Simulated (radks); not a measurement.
**S⁺ in [Ne] 3s2 3p3: an all-electron calculation**

One table from this session's results is given with a row withheld; the runs are named, their logs left out.

Program: radks (a radial shooting solver on a logarithmic mesh, Libxc functionals) version 1. Level of theory: scalar-relativistic Kohn-Sham, exchange-only B88, spin-polarised, spherical densities, point nucleus; open shells are filled with parallel spins first. These are calculated values, not measurements, unless marked.

### Starting point

- element: sulfur (Z = 16)
- charge: +1
- electrons: 15
- configuration: [Ne] 3s2 3p3

Outer shells as boxes (Hund's rule):

S⁺
```
[Ne] core
3s [↑↓]
3p [↑ ][↑ ][↑ ]
```

Set-up of the first run:

The run's settings:

```text
Z 16
configuration [Ne] 3s2 3p3
relativity scalar-relativistic
functional b88,
spin polarised
nucleus point
c 137.035999084
```

Run with:

```sh
$ python run_ks.py task.json out
```

The same process makes all the runs of this session.

One table of the session follows, with a row left open; its other results are not shown here.

It belongs to the step «Shells». Sizes of the orbitals, from the radial functions (bohr):

| level | <r> | outermost maximum (interpolated) | 90 % within | nodes |
| --- | --- | --- | --- | --- |
| 1s up | 0.09688 | 0.0633 | 0.173 | 0 |
| 1s down | 0.09686 | 0.0633 | 0.173 | 0 |
| 2s up | 0.4795 | 0.388 | 0.752 | 1 |
| 2s down | 0.4790 | 0.388 | 0.751 | 1 |
| 2p up | ? | ? | ? | ? |
| 2p down | 0.4422 | 0.326 | 0.737 | 0 |
| 3s up | 1.633 | 1.39 | 2.46 | 2 |
| 3s down | 1.652 | 1.39 | 2.51 | 2 |
| 3p up | 1.882 | 1.54 | 2.91 | 1 |
| 3p down | 1.971 | 1.56 | 3.11 | 1 |

Q: Estimate the row for 2p up from the others.

As computed: <r>: 0.4427; outermost maximum (interpolated): 0.325; 90 % within: 0.738; nodes: 0. In the column «<r>» it lies between 2p down (0.4422) and 2s down (0.4790).

Caveats from the session: Open shells are spherical and high-spin; term and fine-structure splittings are not resolved.
